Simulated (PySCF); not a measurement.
# C4H7NSi: the cost of one run

The runs use PySCF 2.14.0, with density-fitted response routines of our own; the level of theory stands in each step. All values are computed, except where a source is named. Atoms count from 0, in the outputs and in this text.

## (1) Starting geometry

13 atoms, charge 0, multiplicity 1; geometry from: PBE0-D3(BJ)/def2-SVP.

Bonds of the start (Å): C0–C1 1.45, C1–C2 1.22, C2–C3 1.44, C3–N4 1.27, N4–Si5 1.75, C0–H6 1.10, C0–H7 1.10, C0–H8 1.10, C3–H9 1.11, Si5–H10 1.49, Si5–H11 1.49, Si5–H12 1.50.

## (2) Nuclear shieldings: HF/pcSseg-1

The job: settings as JSON, then the geometry in Å.

```
{"job": {"kind": "nmr", "xc": "HF", "basis": "pcSseg-1", "pop": false}, "charge": 0, "multiplicity": 1}
C      2.748410    -0.489471     0.002679
C      1.487786     0.188321    -0.227696
C      0.426829     0.751691    -0.415601
C     -0.821811     1.426973    -0.639524
N     -1.982652     1.011735    -0.331918
Si    -2.462893    -0.484180     0.440404
H      2.633243    -1.580441    -0.090146
H      3.121536    -0.276657     1.017015
H      3.515132    -0.160195    -0.715306
H     -0.724996     2.412375    -1.135515
H     -3.344795    -1.207505    -0.522024
H     -3.258591    -0.117452     1.647851
H     -1.344758    -1.394178     0.852940
```

Method: GIAO HF/pcSseg-1 NMR shielding, non-relativistic, gas phase.

The run is started by

```bash
$ OMP_NUM_THREADS=1 python probes_run.py task.json out
```

One launch serves the whole session: the jobs run in the order shown.

**Question.** How long does this first job take on 1 thread of Intel Xeon Platinum 8488C, shared host, and how much memory does it need?

About 5.7 s, with a peak of 0.73 GiB.
